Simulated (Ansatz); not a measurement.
# Cu+ with SiH₃F: structure and interaction energy

One table from this session's results is given with a row withheld; the runs are named, their logs left out.

Program: Ansatz 0.2.0, Gaussian basis. Level of theory: PBE0-D4 structure, single points in def2-TZVPPD. These are calculated values, not measurements.

Levels: PBE-D4, revPBE-D4, BLYP-D4, r2SCAN-D4, B97M-V, PBE0-D4, B3LYP-D4, HSE06-D4, wB97X-V, wB97M-V, B2PLYP, Hartree-Fock, MP2, CCSD, CCSD(T). The reference is CCSD(T) extrapolated to the basis limit. For elements past Ar these valence bases correlate outer-core shells poorly and lack relativity, so that limit is rough.

Correlated methods freeze the cores. The 3s and 3p shells of Cu and Zn are frozen; filled d shells are correlated. B3LYP uses VWN-RPA correlation. B2PLYP carries no dispersion term here.

163 further runs of the same task are left out: 163 set aside as unsound or not needed. Runs told in other sessions of the task aren't counted.

## The system as given

The pair, from a GFN2-xTB docking trial: 6 atoms, charge 1, spin multiplicity 1.

Atoms are counted from 1 here; the program's logs count them from 0.

Bond lengths: Cu1–F3 1.915 Å, Si2–F3 1.797 Å, Si2–H4 1.451 Å, Si2–H5 1.451 Å, Si2–H6 1.452 Å. Angles: F3–Si2–H4 98.2°, F3–Si2–H5 98.1°, F3–Si2–H6 97.8°, H4–Si2–H5 117.9°, H4–Si2–H6 118.1°, H5–Si2–H6 118.2°, Cu1–F3–Si2 178.7°.

Coordinates:

```xyz
6
charge 1, multiplicity 1
Cu    0.0900    0.0386   -2.8931
Si   -0.0255   -0.0080    0.8163
F     0.0314   -0.0069   -0.9794
H     0.7331   -1.2229    1.0473
H    -1.4666   -0.0657    0.9747
H     0.6377    1.2649    1.0342
```

Atoms 1 to 1 are fragment A (Cu+), the rest fragment B (SiH₃F).

Set-up of the first run:

Input file pre/in.yaml:

```yaml
crystal:
  periodic: [false, false, false]
  atoms:
    - {symbol: Cu, position_ang: [0.090000, 0.038600, -2.893100]}
    - {symbol: Si, position_ang: [-0.025500, -0.008000, 0.816300]}
    - {symbol: F, position_ang: [0.031400, -0.006900, -0.979400]}
    - {symbol: H, position_ang: [0.733100, -1.222900, 1.047300]}
    - {symbol: H, position_ang: [-1.466600, -0.065700, 0.974700]}
    - {symbol: H, position_ang: [0.637700, 1.264900, 1.034200]}
basis:
  gaussian: {orbitals: def2-SVP}
total_charge: 1
hamiltonian: {xc: pbe, dispersion: d4}
relax: {f_tol: 0.03, max_steps: 250}
```

Launch:

```
ansatz run in.yaml --threads 4 --pin off --events-out ev --progress --plain --max-ram 9574MiB
```

Among the steps run: A first relaxation in a small basis; Relaxation at PBE0-D4; wB97X-V/def2-TZVPPD; wB97M-V/def2-TZVPPD; B2PLYP/def2-TZVPPD; B97M-V/def2-TZVPPD; CCSD(T)/def2-TZVPPD; MP2/def2-QZVPPD; Hartree-Fock/STO-3G; SPW92/def2-SVP; wB97M-V/def2-SVP; CCSD(T)/def2-SVP; Vibrations of the pair.

One of the session's tables, all rows but one given; the rest of the session is left out.

```
      method  interaction (kcal/mol)
      PBE-D4                  -33.65
   revPBE-D4                  -30.43
     BLYP-D4                  -34.12
   r2SCAN-D4                  -35.26
      B97M-V                       ?
     PBE0-D4                  -31.83
    B3LYP-D4                  -33.11
    HSE06-D4                  -31.72
     wB97X-V                  -31.30
     wB97M-V                  -31.08
      B2PLYP                  -31.05
Hartree-Fock                  -25.22
         MP2                  -28.65
        CCSD                  -28.16
     CCSD(T)                  -28.51
 CCSD(T)/CBS                  -31.00
```

Q: Estimate the row for B97M-V from the others.

As computed: interaction (kcal/mol): -34.08. In the column «interaction (kcal/mol)» it lies between BLYP-D4 (-34.12) and PBE-D4 (-33.65).
